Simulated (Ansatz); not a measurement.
# Be2Si: the cost of one run

Computed with Ansatz 0.2.0 (DFT PBE+D3(BJ), scalar-relativistic, plane waves, PAW, unless a step's input says otherwise).

## 1. The structure to begin with

Symmetry: P-3m1, No. 164, trigonal system. The conventional cell has a = 3.774 Å, b = 3.774 Å, c = 19.000 Å, α = 90.00°, β = 90.00°, γ = 120.00°. Be (site symmetry 3m) has 3 Si at 2.19 Å and 3 Be at 2.29 Å as nearest neighbours. Around Be (site symmetry 3m) lie 3 Si at 2.23 Å and 3 Be at 2.29 Å. Si (site symmetry 3m) has 6 Be at 2.19 to 2.23 Å as nearest neighbours.

As a file:

```
Be Si
1.0
     3.77370    0.00000    0.00000
    -1.88685    3.26812    0.00000
     0.00000    0.00000   19.00000
Be Si
4 2
Direct
  0.00000 0.00000 0.41474
  0.33333 0.66667 0.37758
  0.66667 0.33333 0.58526
  0.33333 0.66667 0.62242
  0.66667 0.33333 0.40240
  0.00000 0.00000 0.59760
```

The cell is invented: sheets of the Be2B type as a bilayer. Lengths come from tabulated atomic sizes and are only a guess.

It is a sheet, periodic along a and b, with vacuum along c; volumes and pressures of the box carry no meaning, and space groups named for it are those of the box.

## 2. Probe: one point on a coarse mesh

input.yaml reads:

```yaml
crystal:
  lattice:
    - [3.7736951, 0.0, 0.0]
    - [-1.88684755, 3.268116, 0.0]
    - [0.0, 0.0, 19.0]
  atoms:
    - { symbol: Be, position: [0.0, 0.0, 0.41473684] }
    - { symbol: Be, position: [0.33333333, 0.66666667, 0.37758052] }
    - { symbol: Be, position: [0.66666667, 0.33333333, 0.58526316] }
    - { symbol: Be, position: [0.33333333, 0.66666667, 0.62241948] }
    - { symbol: Si, position: [0.66666667, 0.33333333, 0.40240248] }
    - { symbol: Si, position: [0.0, 0.0, 0.59759752] }
  periodic: [true, true, false]
basis:
  ecutwfc: 420
kpoints:
  mp_grid: { grid: [6, 6, 1] }
hamiltonian:
  xc: pbe
  dispersion: d3bj
scf:
  occupations: { method: gaussian, width: 0.1 }
  lower_state_search: "off"
output:
  forces: true
  stress: true
  eigenvalues: true
```

Launch:

```
$ ansatz run input.yaml --threads 1 --pin off --max-ram 2048MiB --backend cpu --events-out ev --progress --plain --runs-dir out
```

**Question.** How long does this run take on 1 thread of Arm Neoverse V2, shared host, and how much memory does it need?

About 3.5 s, with a peak of 0.49 GiB.
